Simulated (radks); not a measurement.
**Ionisation energy and size from Sc⁴⁺ to Zn⁴⁺**

The task here is to estimate one member of a computed series from the others.

The numbers are computed with radks (a radial shooting solver on a logarithmic mesh, Libxc functionals) version 1 (scalar-relativistic Kohn-Sham, BLYP, spin-unpolarised, spherical densities, point nucleus), except any that are marked as measured or tabulated.

## The atom as given

| Item | Value |
| --- | --- |
| species | Sc⁴⁺, Ti⁴⁺, V⁴⁺, Cr⁴⁺, Mn⁴⁺, Fe⁴⁺, Co⁴⁺, Ni⁴⁺, Cu⁴⁺, Zn⁴⁺ |
| runs | 20, each species and its next ion |

The first run:

Input:

```text
Z 21
configuration [Ne] 3s2 3p5
relativity scalar-relativistic
functional b88,lyp
spin unpolarised
nucleus point
c 137.035999084
```

Steps of the session up to this table: Sc⁴⁺, [Ne] 3s2 3p5; Sc⁵⁺, [Ne] 3s2 3p4; Ti⁴⁺, [Ar]; Ti⁵⁺, [Ne] 3s2 3p5; V⁴⁺, [Ar] 3d1; V⁵⁺, [Ar]; Cr⁴⁺, [Ar] 3d2; Cr⁵⁺, [Ar] 3d1; Mn⁴⁺, [Ar] 3d3; Mn⁵⁺, [Ar] 3d2; Fe⁴⁺, [Ar] 3d4; Fe⁵⁺, [Ar] 3d3; Co⁴⁺, [Ar] 3d5; Co⁵⁺, [Ar] 3d4; Ni⁴⁺, [Ar] 3d6; Ni⁵⁺, [Ar] 3d5; Cu⁴⁺, [Ar] 3d7; Cu⁵⁺, [Ar] 3d6; Zn⁴⁺, [Ar] 3d8; Zn⁵⁺, [Ar] 3d7.

One of the session's tables, all rows but one given; the rest of the session is left out.

| species | Δ-SCF (eV) | −ε(HOMO) (eV) | its <r> (bohr) |
| --- | --- | --- | --- |
| Sc⁴⁺ | 93.059 | 83.231 | 1.09 |
| Ti⁴⁺ | 99.602 | 89.251 | 1.03 |
| V⁴⁺ | 65.196 | 55.154 | 1.08 |
| Cr⁴⁺ | 68.342 | 57.965 | 1.02 |
| Mn⁴⁺ | ? | ? | ? |
| Fe⁴⁺ | 74.374 | 63.335 | 0.923 |
| Co⁴⁺ | 77.277 | 65.914 | 0.880 |
| Ni⁴⁺ | 80.115 | 68.431 | 0.842 |
| Cu⁴⁺ | 82.894 | 70.893 | 0.807 |
| Zn⁴⁺ | 85.618 | 73.305 | 0.774 |

Q: Estimate the row for Mn⁴⁺ from the others.

**Answer.** Δ-SCF (eV): 71.398; −ε(HOMO) (eV): 60.688; its <r> (bohr): 0.971. In the column «Δ-SCF (eV)» it lies between Cr⁴⁺ (68.342) and Fe⁴⁺ (74.374).

Spin polarisation and multiplet splitting are left out, so open shells lie too high by an amount that depends on their filling.
